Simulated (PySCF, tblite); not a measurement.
# C5H13BF2OSi: geometry, infrared bands and NMR shifts

What infrared bands and NMR shifts should C5H13BF2OSi (`C[Si](C)(C)OCCB(F)F`) show?

The runs use tblite 0.8.0 and PySCF 2.14.0, with density-fitted response routines of our own; the level of theory stands in each step. All values are computed, except where a source is named. Atoms count from 0, in the outputs and in this text.

### 1 The molecule as given

23 atoms, charge 0, multiplicity 1; geometry from: force field or distance geometry start.

Bonds of the start (Å): C0–Si1 1.89, Si1–C2 1.82, Si1–C3 1.87, Si1–O4 1.69, O4–C5 1.38, C5–C6 1.53, C6–B7 1.60, B7–F8 1.47, B7–F9 1.46, C0–H10 1.12, C0–H11 1.10, C0–H12 1.13, C2–H13 1.13, C2–H14 1.12, C2–H15 1.09, C3–H16 1.09, C3–H17 1.11, C3–H18 1.11, C5–H19 1.12, C5–H20 1.10, C6–H21 1.09, C6–H22 1.14.

### 2 Relaxing the molecule with GFN2-xTB

Job settings and geometry (Å):

```
{"job": {"kind": "relax", "xc": "GFN2-xTB", "basis": "xTB"}, "charge": 0, "multiplicity": 1}
C     -1.551800     0.797900     1.834500
Si    -1.222800    -0.174800     0.250200
C     -1.819700     0.826200    -1.143500
C     -2.256700    -1.724900     0.401700
O      0.388900    -0.692100     0.184200
C      1.281700     0.256500    -0.282400
C      2.632100    -0.456700    -0.257000
B      3.814200     0.499900    -0.752000
F      4.909400    -0.230600    -1.403200
F      4.277600     1.402100     0.299300
H     -0.871300     0.321800     2.581900
H     -1.357600     1.872200     1.712400
H     -2.631100     0.604200     2.086500
H     -2.884100     1.134600    -0.919000
H     -1.295700     1.803400    -1.282100
H     -1.905600     0.299200    -2.099100
H     -2.177600    -2.268400    -0.535900
H     -1.789000    -2.330700     1.211900
H     -3.300800    -1.440600     0.662600
H      1.028700     0.441700    -1.354900
H      1.319800     1.198600     0.277400
H      2.609800    -1.418100    -0.767000
H      2.796600    -0.694200     0.849600
```

On the command line:

```console
$ OMP_NUM_THREADS=1 python probes_run.py task.json out
```

This one command runs all jobs of the session in turn.

**Question.** This job is followed by: GFN2-xTB harmonic vibrations, gas phase; GIAO PBE0/pcSseg-1 NMR shielding, non-relativistic, gas phase. Predict these results of the whole session: strongest single infrared mode (GFN2-xTB); zero-point energy (GFN2-xTB); 13C shifts against TMS (PBE0/pcSseg-1, means over atoms taken as alike); 1H shifts against TMS (PBE0/pcSseg-1, means over atoms taken as alike); 29Si shifts against TMS (PBE0/pcSseg-1); 17O shifts against H2O (PBE0/pcSseg-1); 11B shifts against BF3·OEt2 (PBE0/pcSseg-1); 19F shifts against CFCl3 (PBE0/pcSseg-1, means over atoms taken as alike).

**Answer**, as computed:

```
                                                                 quantity                  value
                                strongest single infrared mode (GFN2-xTB)  1275 cm⁻¹, 423 km/mol
                                             zero-point energy (GFN2-xTB)         112.2 kcal/mol
  13C shifts against TMS (PBE0/pcSseg-1, means over atoms taken as alike)   60.9, 21.4, -0.2 ppm
   1H shifts against TMS (PBE0/pcSseg-1, means over atoms taken as alike)   3.87, 1.62, 0.07 ppm
                                  29Si shifts against TMS (PBE0/pcSseg-1)               12.6 ppm
                                   17O shifts against H2O (PBE0/pcSseg-1)               56.7 ppm
                              11B shifts against BF3·OEt2 (PBE0/pcSseg-1)               27.9 ppm
19F shifts against CFCl3 (PBE0/pcSseg-1, means over atoms taken as alike)              -67.7 ppm
```

Over 104 steps the energy fell by 1.972 eV; of the close pairs, B7–F8 changed most, 1.469 to 1.318 Å. No mode is imaginary among the 63: a minimum at this level. The strongest single mode, at 1275 cm⁻¹, moves mainly B7. Unscaled tight-binding wavenumbers are off by several per cent, some by more. Its intensities can rank the bands wrongly. H19, H20 (mean) (hydrogen on an sp3 CH2 bonded to O) lies farthest downfield among hydrogen, at 3.87 ppm; its carbon carries O, hence the downfield position. At PBE0/pcSseg-1: The widest tensor belongs to F8, F9: span 310 ppm, with a paramagnetic part of -227 ppm.
